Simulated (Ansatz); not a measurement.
Geometry optimisation, DFT PBEsol, scalar-relativistic, plane waves, PAW in Ansatz 0.2.0.

Input:

```yaml
crystal:
  lattice:
    - [7.398, 0.0, 0.0]
    - [-3.699, 6.406856, 0.0]
    - [0.0, 0.0, 12.0]
  atoms:
    - { symbol: C, position: [0.0, 0.0, 0.0833333] }
    - { symbol: C, position: [0.2222222, 0.1111111, 0.0833333] }
    - { symbol: C, position: [0.0, 0.3333333, 0.0833333] }
    - { symbol: C, position: [0.2222222, 0.4444444, 0.0833333] }
    - { symbol: C, position: [0.0, 0.6666667, 0.0833333] }
    - { symbol: C, position: [0.2222222, 0.7777778, 0.0833333] }
    - { symbol: C, position: [0.3333333, 0.0, 0.0833333] }
    - { symbol: C, position: [0.5555556, 0.1111111, 0.0833333] }
    - { symbol: C, position: [0.3333333, 0.3333333, 0.0833333] }
    - { symbol: C, position: [0.5555556, 0.4444444, 0.0833333] }
    - { symbol: C, position: [0.3333333, 0.6666667, 0.0833333] }
    - { symbol: C, position: [0.5555556, 0.7777778, 0.0833333] }
    - { symbol: C, position: [0.6666667, 0.0, 0.0833333] }
    - { symbol: C, position: [0.8888889, 0.1111111, 0.0833333] }
    - { symbol: C, position: [0.6666667, 0.3333333, 0.0833333] }
    - { symbol: C, position: [0.8888889, 0.4444444, 0.0833333] }
    - { symbol: C, position: [0.6666667, 0.6666667, 0.0833333] }
    - { symbol: C, position: [0.8888889, 0.7777778, 0.0833333] }
    - { symbol: O, position: [0.4152359, 0.0412521, 0.195] }
    - { symbol: H, position: [0.5606401, 0.0989923, 0.2116667] }
    - { symbol: H, position: [0.3861966, 0.1510232, 0.2116667] }
basis:
  ecutwfc: 420.0
kpoints:
  mp_grid: { grid: [2, 2, 1] }
hamiltonian:
  xc: pbesol
scf:
  occupations: { method: gaussian, width: 0.05 }
  lower_state_search: "off"
relax:
  f_tol: 0.03
  max_steps: 60
  adjacent_minimum: "off"
```

Command:

```bash
$ ansatz run input.yaml --threads 1 --pin off --max-ram 3072MiB --backend cpu --events-out ev --progress --plain --runs-dir out
```

Problem. Where does it end, and by what steps?

Solution. The forces met the threshold. The force dipped under the threshold on the way, but the program's further checks kept it going. Limits of this set-up: coarse k mesh, slab without dipole correction, no dispersion correction for a molecule that may bind weakly. After 38 steps the energy has fallen by 7.593 eV; H21 moved furthest, 2.01 Å. The start is strongly strained (largest force component 14 eV/Å), so its close contacts needn't be bonds. Parted: C7–O19, C8–O19.

```json
{"step": "0", "energy less start (eV)": "0.0000", "largest force component (eV/Å)": "14.127", "accepted": "yes"}
{"step": "2", "energy less start (eV)": "-4.9859", "largest force component (eV/Å)": "4.787", "accepted": "yes"}
{"step": "4", "energy less start (eV)": "-6.6150", "largest force component (eV/Å)": "1.878", "accepted": "yes"}
{"step": "6", "energy less start (eV)": "-7.2997", "largest force component (eV/Å)": "1.264", "accepted": "yes"}
{"step": "8", "energy less start (eV)": "-7.4898", "largest force component (eV/Å)": "0.633", "accepted": "yes"}
{"step": "10", "energy less start (eV)": "-7.5581", "largest force component (eV/Å)": "0.363", "accepted": "yes"}
{"step": "12", "energy less start (eV)": "-7.5582", "largest force component (eV/Å)": "0.254", "accepted": "yes"}
{"step": "14", "energy less start (eV)": "-7.5666", "largest force component (eV/Å)": "0.526", "accepted": "no"}
{"step": "16", "energy less start (eV)": "-7.5782", "largest force component (eV/Å)": "0.036", "accepted": "yes"}
{"step": "18", "energy less start (eV)": "-7.5818", "largest force component (eV/Å)": "0.309", "accepted": "yes"}
{"step": "20", "energy less start (eV)": "-7.5859", "largest force component (eV/Å)": "0.056", "accepted": "yes"}
{"step": "22", "energy less start (eV)": "-7.5872", "largest force component (eV/Å)": "0.062", "accepted": "yes"}
{"step": "24", "energy less start (eV)": "-7.5895", "largest force component (eV/Å)": "0.172", "accepted": "yes"}
{"step": "26", "energy less start (eV)": "-7.5907", "largest force component (eV/Å)": "0.101", "accepted": "yes"}
{"step": "28", "energy less start (eV)": "-7.5916", "largest force component (eV/Å)": "0.029", "accepted": "yes"}
{"step": "30", "energy less start (eV)": "-7.5919", "largest force component (eV/Å)": "0.073", "accepted": "yes"}
{"step": "32", "energy less start (eV)": "-7.5922", "largest force component (eV/Å)": "0.039", "accepted": "yes"}
{"step": "34", "energy less start (eV)": "-7.5870", "largest force component (eV/Å)": "0.584", "accepted": "no"}
{"step": "36", "energy less start (eV)": "-7.5930", "largest force component (eV/Å)": "0.103", "accepted": "yes"}
{"step": "38", "energy less start (eV)": "-7.5932", "largest force component (eV/Å)": "0.022", "accepted": "yes"}
```

```xyz
21
Lattice="7.3980 0.0000 0.0000 -3.6990 6.4069 0.0000 0.0000 0.0000 12.0000" Properties=species:S:1:pos:R:3
C -0.009 -0.024 0.756
C 1.238 0.697 0.756
C -1.233 2.124 0.755
C -0.009 2.830 0.755
C -2.460 4.245 0.755
C -1.233 4.953 0.756
C 2.466 -0.013 0.757
C 3.691 0.695 0.756
C 1.239 2.110 0.755
C 2.466 2.819 0.754
C -0.009 4.247 0.755
C 1.239 4.967 0.755
C 4.939 -0.027 0.755
C 6.165 0.683 0.755
C 3.690 2.113 0.754
C 4.938 2.832 0.754
C 2.466 4.260 0.755
C 3.690 4.966 0.755
O 3.361 0.705 4.119
H 3.155 0.654 3.169
H 2.502 0.878 4.538
```

Time of the run: 2.5 min on 1 thread of AMD EPYC 9B14 (Zen 4), with other jobs on the host, peak memory 0.8 GiB.
